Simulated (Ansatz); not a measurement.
# B2PLYP/STO-3G run of CH5Al (SMILES [CH3][AlH2])

What is the electronic atomisation energy of CH5Al at B2PLYP/STO-3G? 

The results are computed with Ansatz 0.2.0.

43 further runs of the same task are left out: 1 that didn't finish, 42 set aside as unsound or not needed.

## Step 1: The system as given

CH5Al has 7 atoms, charge 0, and is taken as a singlet. SMILES: `[CH3][AlH2]`. The coordinates come from a PBE0-D4/def2-TZVP relaxation.

Bond lengths: C1–Al2 1.950 Å, C1–H3 1.093 Å, C1–H4 1.097 Å, C1–H5 1.093 Å, Al2–H6 1.590 Å, Al2–H7 1.590 Å. Angles: C1–Al2–H6 120.6°, C1–Al2–H7 120.6°, Al2–C1–H3 112.6°, Al2–C1–H4 109.5°, Al2–C1–H5 112.5°, H6–Al2–H7 118.8°, H3–C1–H4 106.7°, H3–C1–H5 108.6°, H4–C1–H5 106.6°.

## Step 2: A single-point energy at B2PLYP/STO-3G

in.yaml

```yaml
crystal:
  periodic: [false, false, false]
  atoms:
    - {symbol: C, position_ang: [-0.448500, -0.695600, -0.355500]}
    - {symbol: Al, position_ang: [0.562900, 0.778300, 0.424700]}
    - {symbol: H, position_ang: [-1.063100, -1.219600, 0.380800]}
    - {symbol: H, position_ang: [-1.134400, -0.306400, -1.118200]}
    - {symbol: H, position_ang: [0.193400, -1.425500, -0.855600]}
    - {symbol: H, position_ang: [0.016000, 1.549300, 1.703400]}
    - {symbol: H, position_ang: [1.934800, 1.251600, -0.225400]}
basis:
  gaussian:
    orbitals: STO-3G
hamiltonian:
  xc: {name: B2PLYP}
accuracy: high
correlation:
  frozen_orbitals: {Al: 5, C: 1, H: 0}
```

Started as:

```console
$ ansatz run in.yaml --threads 1 --pin off --max-ram 2610MiB --events-out events.jsonl --progress --plain --runs-dir runs
```

What it wrote:

```text
Warning: RAYON_NUM_THREADS=1 ignored (pool sized by the plan → 1); use --threads N
Functional definition: B2PLYP
  name "B2PLYP"
  parameter a = 0.53
  parameter c = 0.27
  exchange = (1 - a)*b88_x + a*exact_x
  correlation = (1 - c)*lyp_c + c*(mp2_os + mp2_ss)
335 factors; integrals over basis functions are off by at most 2.0e-8 eV
mean field evaluation 1: about -7615.2831 eV, gradient 1.5e1 eV
mean field evaluation 2: about -7615.2669 eV, gradient 1.5e1 eV
mean field evaluation 4: about -7616.0430 eV, gradient 8.5e-1 eV
mean field evaluation 8: about -7616.0444 eV, gradient 1.0e-3 eV
mean field evaluation 16: about -7616.0444 eV, gradient 1.8e-8 eV
mean field -7616.04436252 eV, -279.8844679824 hartree, gradient 1.8e-8 eV, S^2 0.000000; 0 other end points of the search recorded, 0 dependent functions left out
6 core orbitals not correlated: weight in the atoms' cores, before any rotation towards them, 0.999 or more for the frozen orbitals, at most 0.000 for the correlated occupied ones
reference -7616.04438156 eV, -279.8844686821 hartree; 6, 6 occupied and 7, 7 virtual orbitals, 335 factors
second order -2.94493835 eV of doubles, -0.00000000 eV of singles
Total energy: -7616.83951492 eV, -279.9136892940 hartree
```

Wall time 1.6 s (1 thread of Arm Neoverse V1, shared host); peak memory 0.1 GiB.

## Step 3: The Al atom, same level

molecule.yaml

```yaml
crystal:
  periodic: [false, false, false]
  atoms:
    - {symbol: Al, position_ang: [0.000000, 0.000000, 0.000000]}
basis:
  gaussian:
    orbitals: STO-3G
magnetization:
  spin_polarized: true
  initial_magnetization: 1
hamiltonian:
  xc: {name: B2PLYP}
correlation:
  frozen_orbitals: {Al: 5}
accuracy: high
```

Run the same way, it converges to -239.20011 Eh (log not shown).

## Step 4: The C atom at the same level

in.yaml

```yaml
basis:
  gaussian:
    orbitals: STO-3G
crystal:
  periodic: [false, false, false]
  atoms:
    - symbol: C
      position_ang: [0.000000, 0.000000, 0.000000]
magnetization:
  spin_polarized: true
  initial_magnetization: 2
hamiltonian:
  xc: {name: B2PLYP}
correlation:
  frozen_orbitals: {C: 1}
accuracy: high
```

Run the same way, it converges to -37.30786 Eh (log not shown).

## Step 5: The H atom at the same level

job.yaml

```yaml
crystal:
  periodic: [false, false, false]
  atoms:
    - {symbol: H, position_ang: [0.000000, 0.000000, 0.000000]}
basis:
  gaussian: {orbitals: STO-3G}
magnetization: {spin_polarized: true, initial_magnetization: 1}
hamiltonian: {xc: {name: B2PLYP}}
accuracy: high
correlation: {frozen_orbitals: {H: 0}}
total_charge: 0
```

Run the same way, it converges to -0.46478 Eh (log not shown).

## Step 6: Outcome

Level: B2PLYP/STO-3G, 6 core orbitals frozen.

| quantity | value |
| --- | --- |
| molecule: total energy | -279.91369 Eh |
| Al atom: total energy | -239.20011 Eh |
| Al atom: ⟨S²⟩ | 0.750 |
| C atom: total energy | -37.30786 Eh |
| C atom: ⟨S²⟩ | 2.000 |
| H atom: total energy | -0.46478 Eh |
| H atom: ⟨S²⟩ | 0.750 |
| electronic atomisation energy | 29.438 eV |

In words: Taking the molecule apart into free atoms costs 29.44 eV (2840 kJ/mol), before zero-point energy and without spin-orbit coupling. In a minimal basis such a difference can be off by several eV, whatever the method.
